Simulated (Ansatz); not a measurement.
# Zr3N2: the cost of one run

Method: DFT r2SCAN, scalar-relativistic, plane waves, PAW, in Ansatz 0.2.0.

2 further runs of the same task are left out: 2 set aside as unsound or not needed.

## (1) The structure to begin with

It takes space group R-3c (No. 167, trigonal). The conventional cell has a = 5.647 Å, b = 5.647 Å, c = 15.708 Å, α = 90.00°, β = 90.00°, γ = 120.00°. Zr (site symmetry 2) is surrounded by 4 N at 2.27 to 2.30 Å. N (site symmetry 3) is surrounded by 6 Zr at 2.27 to 2.30 Å.

As a file:

```
Zr N
1.0
     2.82362    1.63022    5.23602
    -2.82362    1.63022    5.23602
     0.00000   -3.26043    5.23602
Zr N
6 4
Direct
  0.42479 0.07521 0.75000
  0.07521 0.75000 0.42479
  0.75000 0.42479 0.07521
  0.25000 0.57521 0.92479
  0.92479 0.25000 0.57521
  0.57521 0.92479 0.25000
  0.33850 0.33850 0.33850
  0.16150 0.16150 0.16150
  0.83850 0.83850 0.83850
  0.66150 0.66150 0.66150
```

It goes back to an entry of the Materials Project, which need not be the stable form.

This cell was relaxed beforehand with the same method: volume 14.46 Å³/atom, gap on the mesh none (metal).

The unstrained cell comes from an earlier run at this level (10 atoms, E(σ→0) -26725.2486 eV, gap none (metal)).

## (2) At -2.0 %

Input file input.yaml:

```yaml
crystal:
  lattice:
    - [2.7671460621, 1.5976125238, 5.1312958453]
    - [-2.7671460621, 1.5976125238, 5.1312958453]
    - [0.0, -3.3378958147, 5.1757159316]
  atoms:
    - { symbol: Zr, position: [0.4247874526, 0.0752125474, 0.75] }
    - { symbol: Zr, position: [0.0752125474, 0.75, 0.4247874526] }
    - { symbol: Zr, position: [0.75, 0.4247874526, 0.0752125474] }
    - { symbol: Zr, position: [0.25, 0.5752125474, 0.9247874526] }
    - { symbol: Zr, position: [0.9247874526, 0.25, 0.5752125474] }
    - { symbol: Zr, position: [0.5752125474, 0.9247874526, 0.25] }
    - { symbol: "N", position: [0.3385032834, 0.3385032834, 0.3385032834] }
    - { symbol: "N", position: [0.1614967166, 0.1614967166, 0.1614967166] }
    - { symbol: "N", position: [0.8385032834, 0.8385032834, 0.8385032834] }
    - { symbol: "N", position: [0.6614967166, 0.6614967166, 0.6614967166] }
basis:
  ecutwfc: 500
kpoints:
  mp_grid: { grid: [12, 12, 12] }
hamiltonian:
  xc: r2scan
scf:
  occupations: { method: gaussian, width: 0.1 }
output:
  forces: true
  stress: true
  eigenvalues: true
relax:
  adjacent_minimum: "off"
  f_tol: 0.008
  max_steps: 40
  cell: { stress_tol: 0.015, fix: [a, b, gamma] }
```

On the command line:

```bash
> ansatz run input.yaml --threads 2 --pin off --max-ram 5120MiB --backend cpu --events-out ev --progress --plain --runs-dir out
```

What time and memory should one allow on 2 threads of AMD EPYC 9R45 (Zen 5), shared host?

About 7.4 min, with a peak of 3.2 GiB.
